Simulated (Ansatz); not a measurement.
Predict the output of the script below (the Python package of Ansatz (0.2.0)).

Script `torsion_ch6alnsi.py`:
```python
"""Energy of CH6AlNSi as one group turns about a bond."""

import ansatz as az
from ase import Atoms

atoms = Atoms(["C", "N", "Al", "Si", "H", "H", "H", "H", "H", "H"], positions=[
    (-0.1263, 1.3154, -0.1344),
    (-0.592, -0.0033, -0.4996),
    (0.8883, -1.0629, -1.0568),
    (-0.2797, -1.107, 0.9019),
    (-0.0536, 1.9497, -1.0926),
    (0.7822, 1.4191, 0.4225),
    (-0.9433, 1.8406, 0.4677),
    (1.7055, -1.9211, -2.1587),
    (-1.4611, -2.0596, 1.0329),
    (0.1631, -0.422, 2.1201),
])

# relax first, so that the scan starts from a minimum
first = (
    az.Crystal.molecule_from_ase(atoms).calculation()
    .basis(gaussian="def2-SVP")
    .functional("b3lyp")
    .relax(force_tolerance=0.02, max_steps=80)
)
atoms.positions = first.run(threads=1, backend="cpu").report["positions_ang"]

start = atoms.get_dihedral(2, 1, 0, 4)
energies = {}
for turn in range(0, 121, 20):
    turned = atoms.copy()
    turned.set_dihedral(2, 1, 0, 4, start + turn, indices=[0, 4, 5, 6])
    model = az.Crystal.molecule_from_ase(turned).calculation().basis(gaussian="def2-SVP").functional("b3lyp")
    energies[round((start + turn) % 360)] = model.run(threads=1, backend="cpu").report["free_energy_ev"]
floor = min(energies.values())
print("dihedral Al2-N1-C0-H4 (deg)   E - E(min) (eV)")
for angle, e in sorted(energies.items()):
    print(f"{angle:8d} {(e - floor):14.3f}  " + "#" * int(30 * (e - floor) / max(max(energies.values()) - floor, 1e-9)))
```

Running `python torsion_ch6alnsi.py` prints:
```text
dihedral Al2-N1-C0-H4 (deg)   E - E(min) (eV)
       0          0.000
      20          0.011  #######
      40          0.032  ######################
      60          0.042  ##############################
      80          0.031  ######################
     100          0.011  #######
     120          0.001
```

Notes:
- The scan is rigid and the energies are electronic, in a modest basis. With rigid groups the curve can differ much from the relaxed path, the start wasn't checked as a minimum of this torsion, and equivalent turns needn't return to the same energy.
- b3lyp holds the VWN-RPA fit, as in Gaussian; the form of ORCA and Turbomole is b3lyp5.
- Run time: 50 s on 1 thread of AMD EPYC 9R14 (Zen 4), with other jobs on the host, peak memory 0.27 GiB.

(Lines on the test bed's own set-up are left out of the output.)
